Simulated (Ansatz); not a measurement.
# CuO2: the cost of one run

Computed with Ansatz 0.2.0 through its Python package. The levels of theory stand in the script.

### Step 1. Starting point

Symmetry: Pmmm, No. 47, orthorhombic system. Conventional cell: a = 2.421 Å, b = 6.446 Å, c = 7.067 Å, α = 90.00°, β = 90.00°, γ = 90.00°. Cu (site symmetry mmm) is surrounded by 2 Cu at 2.42 Å. O (site symmetry mm2) has 1 O at 1.24 Å as nearest neighbours.

The script holds or builds the structure itself.

### Step 2. Script

File cuo2_nc_paw.py:

```python
"""Two kinds of potentials on CuO2."""

import ansatz
import numpy as np


def count_gap(report):
    # lowest empty less highest filled band, counting bands; zero where they overlap
    return max(report.get("gap_by_band_count_ev") or 0.0, 0.0)

lattice = ansatz.Lattice.of(
    (2.421291, 0.0, 0.0),
    (0.0, 6.445952, 0.0),
    (0.0, 0.0, 7.067043),
)
sites = [
    ("Cu", (0.0, 0.5, 0.0)),
    ("O", (0.0, 0.5, 0.412435)),
    ("O", (0.0, 0.5, 0.587565)),
]
system = ansatz.Crystal(lattice=lattice)
for symbol, position in sites:
    system = system.atom(symbol, position)

setup = (
    system.calculation()
    .functional("LDA")
    .kpoints(mesh=(14, 5, 5))
    .occupations(ansatz.OccupationsMethod.FERMI_DIRAC, width=0.1)
    .stress()
    .forces()
    .band_table()
)
variants = {
    "PAW": setup.pseudopotentials("paw"),
    "norm-conserving": setup.pseudopotentials("nc"),
}
# totals differ by the cores that each treatment holds, so compare what does not depend on them
rows = []
for label, variant in variants.items():
    data = variant.run().report
    levels = np.array(data["eigenvalues_ev"][0]) - data["fermi_energy_ev"]
    print(label, "levels at the first k-point near E_F:", np.round(levels[np.abs(levels) < 5], 3))
    rows.append((label, data["n_electrons"], np.trace(data["stress_gpa"]) / 3, float(np.abs(data["forces_ev_ang"]).max()), count_gap(data)))
for row in rows:
    print("; ".join(f"{name} = {round(v, 4) if isinstance(v, float) else v}" for name, v in zip(["treatment", "electrons in bands", "P GPa", "max force component eV/A", "gap by band count eV"], row)))
```

### Step 3. The input behind the calls

The engine receives this input (first run):

```yaml
crystal:
  lattice:
    - [2.421291, 0.0, 0.0]
    - [0.0, 6.445952, 0.0]
    - [0.0, 0.0, 7.067043]
  atoms:
    - { symbol: Cu, position: [0.0, 0.5, 0.0] }
    - { symbol: O, position: [0.0, 0.5, 0.412435] }
    - { symbol: O, position: [0.0, 0.5, 0.587565] }
kpoints:
  mp_grid:
    grid: [14, 5, 5]
hamiltonian:
  xc: lda
  pseudopotentials:
    kind: paw
scf:
  occupations:
    method: fermi_dirac
    width: 0.1
output:
  forces: true
  stress: true
  eigenvalues: true
```

### Step 4. Launch

Run with:

```bash
$ python cuo2_nc_paw.py
```

What time and memory should one allow on 1 thread of Arm Neoverse N1, shared host?

About 1.9 min, with a peak of 0.85 GiB.
